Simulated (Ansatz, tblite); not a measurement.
# The cluster As₇−: one state, many levels

An exercise on one series of results from a longer session: the logs are not shown, and one member is left open.

The runs use Ansatz 0.2.0, Gaussian basis; as each input shows.

Levels to be run: GFN1-xTB, GFN2-xTB, PBE-D4/def2-SVP, r2SCAN-D4/def2-SVP, r2SCANh-D4/def2-SVP, BLYP-D4/def2-SVP, B97M-V/def2-SVP, PBE-D4/def2-SVPD, PBE0-D4/def2-SVPD, HF/STO-3G, HF/6-31G, B3LYP-D4/6-31G, MP2/def2-SVPD, RPA/def2-SVPD.

11 further runs of the same task are left out: 9 that didn't finish, 2 set aside as unsound or not needed.

## The geometry

The singlet was relaxed beforehand with PBE0-D4/def2-SVPD. At that level it is the lowest of the isomers that a small search found.

7 atoms, charge -1, spin multiplicity 1.

Bond lengths: As1–As2 2.449 Å, As1–As6 2.555 Å, As1–As7 2.449 Å, As2–As4 2.587 Å, As2–As7 2.392 Å, As3–As5 2.384 Å, As3–As6 2.442 Å, As3–As7 2.587 Å, As4–As5 2.384 Å, As4–As6 2.442 Å. Angles: As2–As1–As6 88.8°, As2–As1–As7 58.5°, As6–As1–As7 88.8°, As1–As2–As4 89.4°, As1–As2–As7 60.8°, As4–As2–As7 100.7°, As5–As3–As6 85.3°, As5–As3–As7 103.7°, As6–As3–As7 88.2°, As2–As4–As5 103.7°, As2–As4–As6 88.2°, As5–As4–As6 85.3°, As3–As5–As4 89.3°, As1–As6–As3 90.3°, As1–As6–As4 90.3°, As3–As6–As4 86.6°, As1–As7–As2 60.8°, As1–As7–As3 89.4° and more.

The ion is computed in the gas phase, without counter-ions or solvent.

PBE0-D4/def2-SVP was run before; its log isn't repeated, and its numbers join the tables.

The first run:

Tight binding, by tblite at 300 K electronic temperature and without a spin-polarisation term:

```python
tblite.interface.Calculator('GFN1-xTB', numbers, positions, charge=-1, uhf=0).singlepoint()
```

Tight binding, by tblite at 300 K electronic temperature and without a spin-polarisation term:

```python
tblite.interface.Calculator('GFN2-xTB', numbers, positions, charge=-1, uhf=0).singlepoint()
```

start.molden holds the orbitals of an earlier run on this state, given as this run's starting guess.

in.yaml reads:

```yaml
crystal:
  periodic: [false, false, false]
  atoms:
    - {symbol: As, position_ang: [0.112818, -2.197189, -0.510149]}
    - {symbol: As, position_ang: [-0.814849, -1.159479, 1.504911]}
    - {symbol: As, position_ang: [1.493649, 1.065144, -0.598526]}
    - {symbol: As, position_ang: [-1.778754, 0.745996, 0.045409]}
    - {symbol: As, position_ang: [-0.186980, 2.504343, 0.290206]}
    - {symbol: As, position_ang: [-0.346826, -0.026110, -1.775996]}
    - {symbol: As, position_ang: [1.520942, -0.932716, 1.044155]}
basis:
  gaussian: {orbitals: def2-SVP, initial_orbitals: start.molden}
total_charge: -1
hamiltonian: {xc: pbe, dispersion: d4}
scf: {omitted_lower_state_checks: [starts]}
output: {orbitals: {seedname: orbitals}}
```

Started as:

```console
$ ansatz run in.yaml --threads 4 --pin off --events-out ev --progress --plain --max-ram 4787MiB
```

Steps of the session up to this table: PBE-D4/def2-SVP; r2SCAN-D4/def2-SVP; r2SCANh-D4/def2-SVP; BLYP-D4/def2-SVP; B97M-V/def2-SVP; PBE-D4/def2-SVPD; PBE0-D4/def2-SVPD; HF/STO-3G; HF/6-31G; B3LYP-D4/6-31G; MP2/def2-SVPD; RPA/def2-SVPD.

One of the session's tables, all rows but one given; the rest of the session is left out.

It belongs to the step «Levels side by side». 

```
              level  HOMO (eV)  LUMO (eV)  gap (eV)
          HF/STO-3G       1.01       9.82      8.81
           HF/6-31G      -3.54       3.81      7.35
    PBE-D4/def2-SVP      -0.49       1.49      1.99
   PBE-D4/def2-SVPD      -0.76       1.13      1.89
   BLYP-D4/def2-SVP      -0.17       1.78      1.95
 r2SCAN-D4/def2-SVP      -0.75       1.41      2.16
    B97M-V/def2-SVP      -0.59       1.64      2.23
r2SCANh-D4/def2-SVP          ?          ?         ?
     B3LYP-D4/6-31G      -1.60       1.36      2.95
   PBE0-D4/def2-SVP      -1.32       2.02      3.34
  PBE0-D4/def2-SVPD      -1.51       1.71      3.22
```

Estimate the missing values for r2SCANh-D4/def2-SVP.

**Answer.** HOMO (eV): -1.04; LUMO (eV): 1.63; gap (eV): 2.67. In the column «HOMO (eV)» it lies between PBE0-D4/def2-SVP (-1.32) and PBE-D4/def2-SVPD (-0.76).

Limits of these values: The anion's highest level is positive in at least one run, so there the basis alone may hold the extra electron.
